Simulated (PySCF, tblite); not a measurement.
**C5H12AsGa: geometry, infrared bands and NMR shifts**

Aim: predict the infrared bands and NMR shifts of C5H12AsGa (`C#[C][GaH2-][AsH2+]C(C)C`).

Programs: tblite 0.8.0 and PySCF 2.14.0, with density-fitted response routines of our own. Each step states its level of theory. These are calculated values for one molecule in the gas phase, unless marked as measured. Atoms count from 0, in the outputs and in this text.

### Step 1. The starting structure

19 atoms, charge 0, multiplicity 1; geometry from: force field or distance geometry start.

Bonds of the start (Å): C0–C1 1.23, C1–Ga2 1.94, Ga2–As3 2.47, As3–C4 1.96, C4–C5 1.51, C4–C6 1.49, C0–H7 1.05, Ga2–H8 1.61, Ga2–H9 1.62, As3–H10 1.56, As3–H11 1.55, C4–H12 1.11, C5–H13 1.11, C5–H14 1.10, C5–H15 1.13, C6–H16 1.10, C6–H17 1.12, C6–H18 1.12.

### Step 2. Geometry optimisation with GFN2-xTB

The job: settings as JSON, then the geometry in Å.

```
{"job": {"kind": "relax", "xc": "GFN2-xTB", "basis": "xTB"}, "charge": 0, "multiplicity": 1}
C      4.695000     0.801100    -0.758400
C      3.607200     0.311100    -0.453600
Ga     1.925900    -0.518800     0.063600
As     0.061600     1.015400    -0.435400
C     -1.661300     0.309500     0.190700
C     -2.402400    -0.169300    -1.040100
C     -1.528200    -0.816400     1.163300
H      5.611000     1.242400    -1.039600
H      1.788200    -1.927000    -0.708500
H      1.983000    -0.876700     1.644000
H      0.341400     2.328500     0.367900
H      0.064300     1.253500    -1.964300
H     -2.213600     1.140700     0.684100
H     -2.170800     0.547400    -1.856300
H     -2.035200    -1.178400    -1.299200
H     -3.498800    -0.240300    -0.794900
H     -0.595200    -1.376900     0.987100
H     -1.546400    -0.375500     2.188400
H     -2.435600    -1.461000     1.068800
```

Launch:

```console
OMP_NUM_THREADS=1 python probes_run.py task.json out
```

This one command runs all jobs of the session in turn.

**Question.** This job is followed by: GFN2-xTB harmonic vibrations, gas phase; GIAO PBE0/pcSseg-1 NMR shielding, non-relativistic, gas phase. What will the session give for the following? strongest single infrared mode (GFN2-xTB); zero-point energy (GFN2-xTB); ¹³C shifts against TMS (PBE0/pcSseg-1, means over atoms taken as alike); ¹H shifts against TMS (PBE0/pcSseg-1, means over atoms taken as alike); ⁷⁵As shifts against AsH3 (PBE0/pcSseg-1); shieldings of Ga (PBE0/pcSseg-1).

**Answer**, as computed:

| quantity | value |
| --- | --- |
| strongest single infrared mode (GFN2-xTB) | 1905 cm⁻¹, 728 km/mol |
| zero-point energy (GFN2-xTB) | 85.4 kcal/mol |
| ¹³C shifts against TMS (PBE0/pcSseg-1, means over atoms taken as alike) | 104.8, 96.1, 31.6, 24.5 ppm |
| ¹H shifts against TMS (PBE0/pcSseg-1, means over atoms taken as alike) | 4.92, 3.94, 2.72, 1.77, 1.52 ppm |
| ⁷⁵As shifts against AsH3 (PBE0/pcSseg-1) | 358 ppm |
| shieldings of Ga (PBE0/pcSseg-1) | Ga2 1543.6 ppm |

**Reading.** Over 156 steps the energy fell by 1.163 eV; of the close pairs, Ga2–As3 changed most, 2.465 to 2.685 Å. No mode is imaginary among the 51: a minimum at this level. The strongest single mode, at 1905 cm⁻¹, moves mainly H11. Unscaled tight-binding wavenumbers are off by several per cent, some by more. Its intensities can rank the bands wrongly. At PBE0/pcSseg-1: Shielding is most anisotropic at As3 (span 369 ppm, paramagnetic term -1249 ppm). Spin-orbit coupling is left out, which matters for shieldings and couplings at and beside the heavy atoms.
